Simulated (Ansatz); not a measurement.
# One shape, several levels: triplet C2H6FIn

Wanted: a comparison of 5 runs (UHF/def2-SVP, UB2PLYP/def2-SVP, UB3LYP/def2-SVP, UHSE06/def2-SVP, UPBE/def2-SVP) of triplet C2H6FIn. 

The calculation is run with Ansatz 0.2.0.

65 further runs of the same task are left out: 65 set aside as unsound or not needed.

## 1. The structure to begin with

C2H6FIn has 10 atoms, charge 0, and is taken as a triplet. SMILES of the parent species: `C[CH](F)[InH2]`. The shape is that of a PBE0-D4/def2-TZVP optimisation. That shape belongs to the parent species and isn't relaxed for this state.

Bond lengths: C1–C2 1.503 Å, C2–F3 1.414 Å, C2–In4 2.197 Å, C1–H5 1.095 Å, C1–H6 1.092 Å, C1–H7 1.094 Å, C2–H8 1.094 Å, In4–H9 1.729 Å, In4–H10 1.726 Å. Some angles: C1–C2–F3 108.7°, C1–C2–In4 116.7°, F3–C2–In4 102.3°, C1–C2–H8 110.5°, F3–C2–H8 105.8°, In4–C2–H8 111.9°, C2–C1–H5 111.0°, C2–C1–H6 111.9°, C2–C1–H7 109.8°, C2–In4–H9 117.1°.

## 2. A single-point energy at UHF/def2-SVP (core potential) (run 1)

The input, input.yaml:

```yaml
crystal:
  periodic: [false, false, false]
  atoms:
    - symbol: C
      position_ang: [-0.140800, 1.253600, -0.575200]
    - symbol: C
      position_ang: [0.633800, 0.180000, 0.137200]
    - symbol: F
      position_ang: [0.870200, 0.597100, 1.467800]
    - symbol: In
      position_ang: [-0.385200, -1.745500, 0.423800]
    - symbol: H
      position_ang: [0.391300, 2.210500, -0.541500]
    - symbol: H
      position_ang: [-1.131900, 1.397600, -0.139100]
    - symbol: H
      position_ang: [-0.271900, 0.979300, -1.626600]
    - symbol: H
      position_ang: [1.621200, 0.055100, -0.315800]
    - symbol: H
      position_ang: [-2.079900, -1.696200, 0.762700]
    - symbol: H
      position_ang: [0.493100, -3.231500, 0.406600]
basis:
  gaussian:
    orbitals: def2-SVP
magnetization:
  spin_polarized: true
  initial_magnetization: 2
hamiltonian:
  xc: hf
accuracy: high
output: {orbitals: {seedname: orbitals}}
```

Started as:

```bash
$ ansatz run input.yaml --threads 1 --pin off --max-ram 3480MiB --events-out events.jsonl --progress --plain --runs-dir runs
```

The log of the run:

```text
Warning: RAYON_NUM_THREADS=1 ignored (pool sized by the plan → 1); use --threads N
Functional definition: HF
  name "HF"
  exchange = exact_x
  correlation = 0
2448 factors; integrals over basis functions are off by at most 3.5e-9 eV
mean field evaluation 1: about -9998.4380 eV, gradient 1.9e1 eV
mean field evaluation 2: about -9998.4530 eV, gradient 1.9e1 eV
mean field evaluation 4: about -10001.0503 eV, gradient 3.5e0 eV
mean field evaluation 8: about -10001.2235 eV, gradient 3.4e-1 eV
mean field evaluation 16: about -10001.2286 eV, gradient 1.9e-8 eV
mean field evaluation 32: about -9999.2757 eV, gradient 4.5e0 eV
mean field evaluation 64: about -10001.0170 eV, gradient 1.1e0 eV
mean field evaluation 96: about -10000.1657 eV, gradient 1.0e-1 eV
mean field -10001.22860590 eV, -367.5383721905 hartree, gradient 2.2e-8 eV, S^2 2.014498; 0 other end points of the search recorded, 0 dependent functions left out
reference -10001.22860590 eV, -367.5383721905 hartree; 25, 23 occupied and 73, 75 virtual orbitals, 2448 factors
Total energy: -10001.22860590 eV, -367.5383721905 hartree
```

Wall time 11 s (1 thread of Arm Neoverse V2, shared host); peak memory 0.42 GiB.

## 3. The energy at UB2PLYP/def2-SVP (core potential) (run 2)

The input, molecule.yaml:

```yaml
crystal:
  periodic: [false, false, false]
  atoms:
    - {symbol: C, position_ang: [-0.140800, 1.253600, -0.575200]}
    - {symbol: C, position_ang: [0.633800, 0.180000, 0.137200]}
    - {symbol: F, position_ang: [0.870200, 0.597100, 1.467800]}
    - {symbol: In, position_ang: [-0.385200, -1.745500, 0.423800]}
    - {symbol: H, position_ang: [0.391300, 2.210500, -0.541500]}
    - {symbol: H, position_ang: [-1.131900, 1.397600, -0.139100]}
    - {symbol: H, position_ang: [-0.271900, 0.979300, -1.626600]}
    - {symbol: H, position_ang: [1.621200, 0.055100, -0.315800]}
    - {symbol: H, position_ang: [-2.079900, -1.696200, 0.762700]}
    - {symbol: H, position_ang: [0.493100, -3.231500, 0.406600]}
basis:
  gaussian: {orbitals: def2-SVP}
magnetization: {spin_polarized: true, initial_magnetization: 2}
hamiltonian: {xc: {name: B2PLYP}}
correlation: {frozen_orbitals: {C: 1, F: 1, H: 0, In: 4}}
accuracy: high
output: {orbitals: {seedname: orbitals}}
```

Started as:

```bash
$ ansatz run molecule.yaml --threads 1 --pin off --max-ram 3480MiB --events-out events.jsonl --progress --plain --runs-dir runs
```

The log of the run (excerpt; [...] marks lines left out):

```text
Warning: RAYON_NUM_THREADS=1 ignored (pool sized by the plan → 1); use --threads N
Functional definition: B2PLYP
  name "B2PLYP"
[...]
2448 factors; integrals over basis functions are off by at most 3.5e-9 eV
[...]
mean field -10036.20610504 eV, -368.8237715753 hartree, gradient 7.3e-8 eV, S^2 2.006174; 4 other end points of the search recorded, 0 dependent functions left out
7 core orbitals not correlated: weight in the atoms' cores, before any rotation towards them, 1.000 or more for the frozen orbitals, at most 0.000 for the correlated occupied ones
reference -10036.20613260 eV, -368.8237725881 hartree; 18, 16 occupied and 73, 75 virtual orbitals, 2448 factors
second order -18.71983623 eV of doubles, -0.00000000 eV of singles
Total energy: -10041.26048838 eV, -369.0095167371 hartree
```

Wall time 35 s (1 thread of Arm Neoverse V2, shared host); peak memory 0.54 GiB.

Run 3 isn't shown in full; the table further down has it.

## 4. A single-point energy at UHSE06/def2-SVP (core potential) (run 4)

The input, input.yaml:

```yaml
crystal:
  periodic: [false, false, false]
  atoms:
    - {symbol: C, position_ang: [-0.140800, 1.253600, -0.575200]}
    - {symbol: C, position_ang: [0.633800, 0.180000, 0.137200]}
    - {symbol: F, position_ang: [0.870200, 0.597100, 1.467800]}
    - {symbol: In, position_ang: [-0.385200, -1.745500, 0.423800]}
    - {symbol: H, position_ang: [0.391300, 2.210500, -0.541500]}
    - {symbol: H, position_ang: [-1.131900, 1.397600, -0.139100]}
    - {symbol: H, position_ang: [-0.271900, 0.979300, -1.626600]}
    - {symbol: H, position_ang: [1.621200, 0.055100, -0.315800]}
    - {symbol: H, position_ang: [-2.079900, -1.696200, 0.762700]}
    - {symbol: H, position_ang: [0.493100, -3.231500, 0.406600]}
basis:
  gaussian:
    orbitals: def2-SVP
output:
  orbitals: {seedname: orbitals}
accuracy: high
hamiltonian:
  xc: hse06
magnetization:
  spin_polarized: true
  initial_magnetization: 2
```

Started as:

```bash
$ ansatz run input.yaml --threads 1 --pin off --max-ram 3480MiB --events-out events.jsonl --progress --plain --runs-dir runs
```

The log of the run:

```text
Warning: RAYON_NUM_THREADS=1 ignored (pool sized by the plan → 1); use --threads N
Functional definition: HSE06
  name "HSE06"
  parameter a = 0.25
  parameter omega = 0.11/bohr
  exchange = pbe_x - a*pbe_x_sr(omega) + a*exact_x_sr(omega)
  correlation = pbe_c
2448 factors; integrals over basis functions are off by at most 3.5e-9 eV
113 factors; integrals over basis functions are off by at most 1.2e-9 eV
mean field evaluation 1: about -10044.2514 eV, gradient 2.7e1 eV
mean field evaluation 2: about -10043.2577 eV, gradient 3.0e1 eV
mean field evaluation 4: about -10047.9727 eV, gradient 2.1e0 eV
mean field evaluation 8: about -10048.1837 eV, gradient 2.4e-1 eV
mean field evaluation 16: about -10048.1845 eV, gradient 9.5e-3 eV
mean field evaluation 32: about -10048.1845 eV, gradient 2.3e-7 eV
mean field -10048.18447318 eV, -369.2639684854 hartree, gradient 8.0e-8 eV, S^2 2.003902; 3 other end points of the search recorded, 0 dependent functions left out
reference -10048.18447791 eV, -369.2639686592 hartree; 25, 23 occupied and 73, 75 virtual orbitals, 2448 factors
Total energy: -10048.18447791 eV, -369.2639686592 hartree
```

Wall time 26 s (1 thread of Arm Neoverse V2, shared host); peak memory 0.56 GiB.

## 5. A single-point energy at UPBE/def2-SVP (core potential) (run 5)

Edit input.yaml of step 4 so:

```diff
@@ -16,7 +16,3 @@
     orbitals: def2-SVP
-output:
-  orbitals: {seedname: orbitals}
 accuracy: high
-hamiltonian:
-  xc: hse06
 magnetization:
@@ -24 +20,5 @@
   initial_magnetization: 2
+hamiltonian:
+  xc: pbe
+output:
+  orbitals: {seedname: orbitals}
```

Started as:

```bash
$ ansatz run input.yaml --threads 1 --pin off --max-ram 3480MiB --events-out events.jsonl --progress --plain --runs-dir runs
```

The log of the run:

```text
Warning: RAYON_NUM_THREADS=1 ignored (pool sized by the plan → 1); use --threads N
Functional definition: PBE
  name "PBE"
  parameter kappa = 0.804
  parameter beta = 0.06672455060314922
  exchange = pbe_x(kappa = kappa, mu = beta*pi^2/3)
  correlation = pbe_c(beta = beta)
2448 factors; integrals over basis functions are off by at most 3.5e-9 eV
mean field evaluation 1: about -10041.6265 eV, gradient 3.5e1 eV
mean field evaluation 2: about -10030.4826 eV, gradient 5.5e1 eV
mean field evaluation 4: about -10046.8437 eV, gradient 1.5e1 eV
mean field evaluation 8: about -10048.1966 eV, gradient 2.1e0 eV
mean field evaluation 16: about -10048.2561 eV, gradient 1.6e-2 eV
mean field evaluation 32: about -10045.5521 eV, gradient 1.4e1 eV
mean field -10048.25606438 eV, -369.2665994132 hartree, gradient 9.4e-8 eV, S^2 2.002258; 4 other end points of the search recorded, 0 dependent functions left out
reference -10048.25606912 eV, -369.2665995874 hartree; 25, 23 occupied and 73, 75 virtual orbitals, 2448 factors
Total energy: -10048.25606912 eV, -369.2665995874 hartree
```

Run time: 16 s. Hardware: 1 thread of Arm Neoverse V2, shared host; peak memory 0.38 GiB.

## 6. Overview of the runs

```tsv
run	level	frozen core orbitals	energy (Eh)	HOMO energy (eV)	⟨S²⟩	wall time
1	UHF/def2-SVP (core potential)	–	-367.538372	-5.24	2.014	11 s
2	UB2PLYP/def2-SVP (core potential)	7	-369.009517	-4.02	2.006	35 s
3	UB3LYP/def2-SVP (core potential)	–	-369.539083	-3.27	2.003	26 s
4	UHSE06/def2-SVP (core potential)	–	-369.263969	-3.15	2.004	26 s
5	UPBE/def2-SVP (core potential)	–	-369.266600	-2.76	2.002	16 s
```

## 7. What came out

| quantity | value |
| --- | --- |
| run 5: total energy | -369.26660 Eh |
| run 5: HOMO energy (highest over α and β) | -2.76 eV |
| run 5: ⟨S²⟩ | 2.002 |

In words: Totals of different functionals can't be ranked against each other. All runs together took 1.9 min, the longest 35 s.
